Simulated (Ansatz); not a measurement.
**GeH2Cl2: a ladder of functionals and wavefunction methods**

An exercise on one series of results from a longer session: the logs are not shown, and one member is left open.

Program: Ansatz 0.2.0, Gaussian basis. Level of theory: functionals in def2-TZVPP, the program's frozen cores in correlated methods. These are calculated values, not measurements.

The runs, in order: LDA (SPW92), PBE-D4, revPBE-D4, BLYP-D4, r2SCAN-D4, B97M-V, PBE0-D4, B3LYP-D4, r2SCANh-D4, r2SCAN0-D4, HSE06-D4, BHLYP-D4, CAM-B3LYP-D4, LC-ωPBE, ωB97X-V, ωB97M-V, B2PLYP, PBE-QIDH; CCSD(T)/def2-SVP; CCSD(T)/def2-TZVPP; MP2/def2-QZVPP; extrapolation to the limit; RPA on PBE.

## Structure used throughout

An earlier PBE0-D4 in a triple-zeta def2 set relaxation fixed the geometry.

5 atoms, charge 0, spin multiplicity 1.

Atoms are counted from 1 here; the program's logs count them from 0.

Bond lengths: Cl1–Ge2 2.140 Å, Ge2–Cl3 2.140 Å, Ge2–H4 1.528 Å, Ge2–H5 1.528 Å. Angles: Cl1–Ge2–Cl3 108.2°, Cl1–Ge2–H4 108.2°, Cl1–Ge2–H5 108.2°, Cl3–Ge2–H4 108.2°, Cl3–Ge2–H5 108.2°, H4–Ge2–H5 115.8°.

The first run:

Contents of in.yaml:

```yaml
crystal:
  periodic: [false, false, false]
  atoms:
    - {symbol: Cl, position_ang: [-1.771472, -0.157714, 0.977201]}
    - {symbol: Ge, position_ang: [0.027410, 0.080329, -0.156397]}
    - {symbol: Cl, position_ang: [1.579355, -1.030178, 0.811039]}
    - {symbol: H, position_ang: [-0.198885, -0.525004, -1.541382]}
    - {symbol: H, position_ang: [0.413594, 1.558869, -0.131862]}
basis:
  gaussian: {orbitals: def2-TZVPP}
hamiltonian: {xc: lda}
output: {orbitals: {seedname: orbitals}}
```

Steps of the session up to this table: LDA; PBE-D4 (GGA); revPBE-D4 (GGA); BLYP-D4 (GGA); r2SCAN-D4 (meta-GGA); B97M-V (meta-GGA); PBE0-D4 (hybrid); B3LYP-D4 (hybrid); r2SCANh-D4 (hybrid); r2SCAN0-D4 (hybrid); HSE06-D4 (hybrid); BHLYP-D4 (hybrid); CAM-B3LYP-D4 (range-separated); LC-ωPBE-D4 (range-separated; the results give it without D4); ωB97X-V (range-separated); ωB97M-V (range-separated); B2PLYP (double hybrid); PBE-QIDH (double hybrid).

One of the session's tables, all rows but one given; the rest of the session is left out.

It belongs to the step «Frontier levels by functional». 

```
  functional  HOMO (eV)  gap (eV)
 LDA (SPW92)      -7.72      5.78
      PBE-D4      -7.63      5.96
   revPBE-D4      -7.59      6.02
     BLYP-D4      -7.49      5.86
   r2SCAN-D4      -8.00      6.62
      B97M-V          ?         ?
     PBE0-D4      -9.01      8.32
    B3LYP-D4      -8.75      7.75
  r2SCANh-D4      -8.50      7.47
  r2SCAN0-D4      -9.25      8.74
    HSE06-D4      -8.61      7.55
    BHLYP-D4     -10.26     10.58
CAM-B3LYP-D4     -10.37     10.71
     LC-ωPBE     -11.79     13.39
     ωB97X-V     -11.42     12.92
     ωB97M-V     -11.24     12.55
```

Q: Estimate the row for B97M-V from the others.

As computed: HOMO (eV): -8.10; gap (eV): 6.71. In the column «HOMO (eV)» it lies between r2SCANh-D4 (-8.50) and r2SCAN-D4 (-8.00).
